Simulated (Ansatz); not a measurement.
Zr2H3Pd in Ansatz: convergence with k mesh

The system is Zr2H3Pd.

```
Pd Zr H
1.0
    -1.60339    1.60339    6.70001
     1.60339   -1.60339    6.70001
     1.60339    1.60339   -6.70001
Pd Zr H
1 2 3
Cartesian
  0.0000 0.0000 0.0000
  0.0000 0.0000 4.7294
  0.0000 0.0000 8.6706
  1.6034 0.0000 3.3500
  0.0000 1.6034 3.3500
  0.0000 0.0000 6.7000
```

The cell comes from a database or a generator and needn't be the stable form of this composition.

```yaml
Program: Ansatz 0.2.0
Task: convergence study
Functional: PBE
Potentials_or_basis: Ansatz NC
Cutoff: "1116 eV (not typed: the program's choice for these potentials)"
k_mesh: 4 × 4 × 4
Occupations: cold, width 0.05 eV
Spin: no spin polarisation
```

These are the settings of the first run; the series varies k mesh, with any setting tied to it.

Hardware: 2 threads of Arm Neoverse V1, on a shared host.

Problem. The values tried are 4 × 4 × 4, 6 × 6 × 6, 7 × 7 × 7, 8 × 8 × 8, 10 × 10 × 10, 13 × 13 × 13, 16 × 16 × 16, 19 × 19 × 19, loosest first. From which on does the energy stay within 1 meV/atom of the tightest run that finished?

Solution. From 8 × 8 × 8 on.

```tsv
k mesh	energy less the tightest run, at zero smearing (meV/atom)	pressure (GPa)	largest force (eV/Å)	SCF cycles	CPU time (s)	peak memory (GiB)
4 × 4 × 4	1.48	-1.32	0.277	11	11	0.41
6 × 6 × 6	0.48	-1.10	0.070	12	20	0.47
7 × 7 × 7	-2.22	-1.06	0.097	13	29	0.51
8 × 8 × 8	-0.20	-1.08	0.018	13	40	0.58
10 × 10 × 10	0.90	-0.99	0.062	13	76	0.73
13 × 13 × 13	0.35	-1.02	0.063	13	130	1.1
16 × 16 × 16	0.23	-1.04	0.064	13	230	1.6
19 × 19 × 19	0.00	-1.04	0.063	13	360	2.4
```

Against the tightest run, the pressure stays within 0.1 GPa from 6 × 6 × 6 on; the largest force stays within 0.005 eV/Å from 10 × 10 × 10 on. Meshes of other sizes hit other points, so gaps and Fermi surfaces needn't settle smoothly. The tightest run that finished is the yardstick and may itself not be fully converged.
